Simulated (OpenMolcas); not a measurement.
# Si3NH9 (trisilylamine): a chain of runs

Wanted: a single-point energy (HF/STO-3G), then the vertical excitations (CIS(26,25)/STO-3G) of Si3NH9 (trisilylamine). 

Program for the calculation: OpenMolcas 26.06.

**1. The system as given**

Si3NH9: 13 atoms, total charge 0, spin state singlet. SMILES: `[SiH3]N([SiH3])[SiH3]`. The shape is that of a PBE0-D4/def2-TZVP optimisation.

Bond lengths: Si1–N2 1.735 Å, N2–Si3 1.735 Å, N2–Si4 1.735 Å, Si1–H5 1.488 Å, Si1–H6 1.487 Å, Si1–H7 1.487 Å, Si3–H8 1.487 Å, Si3–H9 1.487 Å, Si3–H10 1.488 Å, Si4–H11 1.487 Å, Si4–H12 1.488 Å, Si4–H13 1.487 Å. Some angles: Si1–N2–Si3 120.0°, Si1–N2–Si4 120.0°, Si3–N2–Si4 120.0°, N2–Si1–H5 107.2°, N2–Si1–H6 111.4°, N2–Si1–H7 111.4°, N2–Si3–H8 111.4°, N2–Si3–H9 111.4°, N2–Si3–H10 107.2°, N2–Si4–H11 111.4°.

**2. A single-point energy at HF/STO-3G (run 1)**

Contents of coord.xyz:

```xyz
13

Si    -0.519450     1.440730    -0.815850
N     -0.000690    -0.000090     0.000350
Si     0.784860     0.112060     1.543580
Si    -0.265590    -1.552910    -0.727470
H     -1.148110     1.019270    -2.096710
H     -1.512750     2.195720    -0.007190
H      0.625850     2.343510    -1.105390
H      0.020170    -0.607680     2.596110
H      2.158120    -0.455830     1.496860
H      0.862760     1.555850     1.894200
H     -1.713780    -1.813530    -0.940290
H      0.285610    -2.575110     0.202450
H      0.422990    -1.661990    -2.040670
```

Contents of step1.input:

```
&gateway
coord
coord.xyz
basis
STO-3G
group
NoSym
&seward
&scf
prorbitals
1
```

Run with:

```
$ export MOLCAS_MEM=1860
$ pymolcas step1.input > step1.log
```

Standard output:

```text
--- Start Module: gateway ---
[...]
--- Stop Module: gateway /rc=_RC_ALL_IS_WELL_ ---
--- Start Module: seward ---
[...]
      Basis functions           41
--- Stop Module: seward /rc=_RC_ALL_IS_WELL_ ---
--- Start Module: scf ---
[...]
       Convergence after   9 Iterations
[...]
::    Total SCF energy                               -915.8368595164
[...]
      Total spin, S                                     0.0000000000
[...]
      Total electronic charge=   58.000000
      Total            charge=   -0.000000
[...]
      Dipole Moment (debye):
      Origin of the operator (angstrom)=   -0.0001   -0.0000    0.0001
                   X=  1.2568E-03               Y= -4.0636E-04               Z=  6.6483E-04           Total=  1.4787E-03
      Quadrupole Moment (debye*angstrom):
[...]
--- Stop Module: scf /rc=_RC_ALL_IS_WELL_ ---
[...]
```

It took 1.3 s on 1 thread of Intel Xeon 6975P-C (Granite Rapids), shared host; peak memory 0.38 GiB.

**3. The vertical excitations at CIS(26,25)/STO-3G (run 2)**

coord.xyz is that of step 2.

Contents of step2.input:

```
&GATEWAY
 Coord=coord.xyz
 Basis=STO-3G
 Group=NoSym

&SEWARD

&RASSCF
 FileOrb=$CurrDir/step1.ScfOrb
 Spin=1
 Nactel=26 1 1
 Inactive=16
 Ras1=13
 Ras2=0
 Ras3=12
 CIRoot=5 5 1
 OrbListing=NoCore
 CIOnly

&RASSI
 NrOfJobIphs=1 all
```

Run with:

```
$ export MOLCAS_MEM=1860
$ pymolcas step2.input > step2.log
```

Standard output:

```text
--- Start Module: gateway ---
[...]
--- Stop Module: gateway /rc=_RC_ALL_IS_WELL_ ---
[...]
      Basis functions           41
[...]
--- Start Module: rasscf ---
[...]
      Number of active orbitals                 25
[...]
      Spin quantum number                      0.0
[...]
      Active orbitals                           25
[...]
      Number of CSFs                           157
[...]
      Number of root(s) required                 5
[...]
      printout of CI-coefficients larger than  0.05 for root  1
      energy=    -915.836860
      conf/sym  1111111111111111111111111     Coeff  Weight
             1  2222222222222000000000000   1.00000 1.00000
[...]
      Natural orbitals and occupation numbers for root  1
      sym 1:   2.000000   2.000000   2.000000   2.000000   2.000000   2.000000   2.000000   2.000000   2.000000   2.000000
               2.000000   2.000000   2.000000   0.000000  -0.000000  -0.000000  -0.000000  -0.000000  -0.000000   0.000000
               0.000000   0.000000  -0.000000   0.000000  -0.000000
      Natural orbitals and occupation numbers for root  2
      sym 1:   1.999995   2.000000   2.000000   2.000000   1.999879   2.000000   2.000000   1.999578   1.999578   2.000000
               1.999124   1.999124   1.002721   0.997279   0.000000   0.000000   0.000121   0.000000   0.000000   0.000876
               0.000876   0.000000   0.000005   0.000422   0.000422
      Natural orbitals and occupation numbers for root  3
      sym 1:   1.999524   2.000000   2.000000   2.000000   1.997193   2.000000   1.999961   1.998832   1.999353   2.000000
               1.999835   2.000000   1.005301   0.001168   0.994699   0.000000   0.000000   0.000000   0.000000   0.000165
               0.000476   0.000647   0.000039   0.000000   0.002807
      Natural orbitals and occupation numbers for root  4
      sym 1:   1.999522   2.000000   2.000000   2.000000   1.997331   2.000000   1.999845   1.999613   1.998433   2.000000
               2.000000   1.999953   1.005302   0.001567   0.000000   0.994698   0.000000   0.000000   0.000000   0.000478
               0.000155   0.000387   0.000047   0.002669   0.000000
      Natural orbitals and occupation numbers for root  5
      sym 1:   1.999904   1.999994   1.995534   1.998992   1.993842   1.998166   1.994792   1.998178   1.999247   1.991417
               1.997680   1.032254   2.000000   0.967746   0.001834   0.002320   0.001008   0.008583   0.000006   0.000753
               0.006158   0.005208   0.001822   0.000096   0.004466
[...]
::    RASSCF root number  1 Total energy:   -915.83685952
::    RASSCF root number  2 Total energy:   -915.45874371
[...]
      Total electronic charge=   58.000000
      Total            charge=   -0.000000
[...]
      Dipole Moment (debye):
      Origin of the operator (angstrom)=   -0.0001   -0.0000    0.0001
                   X=  3.7858E-02               Y= -6.9133E-02               Z=  6.3119E-02           Total=  1.0098E-01
      Quadrupole Moment (debye*angstrom):
[...]
--- Stop Module: rasscf /rc=_RC_ALL_IS_WELL_ ---
[...]
--- Start Module: rassi ---
[...]
::    RASSI State    2     Total energy:    -915.45874371220589
::    RASSI State    3     Total energy:    -915.36717062963646
::    RASSI State    4     Total energy:    -915.36714310765115
::    RASSI State    5     Total energy:    -915.32067044397445
[...]
  SPIN-FREE ENERGIES:
  (Shifted by EMIN (a.u.) =       -915.8368595164)
 SF State       Relative EMIN(au)   Rel lowest level(eV)    D:o, cm**(-1)
     1             0.0000000000        0.0000000000              0.0000
     2             0.3781158042       10.2890551935          82986.8267
     3             0.4696888868       12.7808857131         103084.7953
     4             0.4697164087       12.7816346244         103090.8357
     5             0.5161890724       14.0462202256         113290.4064
[...]
--- Stop Module: rassi /rc=_RC_ALL_IS_WELL_ ---
[...]
```

It took 27 s on 1 thread of Intel Xeon 6975P-C (Granite Rapids), shared host; peak memory 0.38 GiB.

The roots found:

| excited state | energy (eV) | strength |
| --- | --- | --- |
| 1 | 10.289 | 0.0035 |
| 2 | 12.781 | 0.0000 |
| 3 | 12.782 | 0.0000 |
| 4 | 14.046 | 0.6855 |

**4. Results**

```
                                                                   quantity          value
                                             run 1, HF/STO-3G: total energy  -915.83686 Eh
                                            run 1, HF/STO-3G: dipole moment         0.00 D
                                              run 1, HF/STO-3G: HOMO energy       -7.31 eV
                                              run 1, HF/STO-3G: LUMO energy       11.71 eV
                                            run 1, HF/STO-3G: HOMO–LUMO gap       19.02 eV
                run 2, CIS(26,25)/STO-3G: ground-state or mean-field energy  -915.83686 Eh
                       run 2, CIS(26,25)/STO-3G: dipole moment (CI density)         0.00 D
run 2, CIS(26,25)/STO-3G: lowest excitation energy within this active space       10.29 eV
```

What this shows: Mulliken charges (run 1, HF/STO-3G) run from -0.82 on N2 to +0.79 on Si1. The brightest of the 4 transitions from the ground state lies at 14.05 eV (88 nm, f = 0.686); the lowest, at 10.29 eV, has f = 0.003. Excitation energies in a minimal basis are rough. Mulliken charges (run 2, CIS(26,25)/STO-3G) run from -0.82 on N2 to +0.79 on Si1.
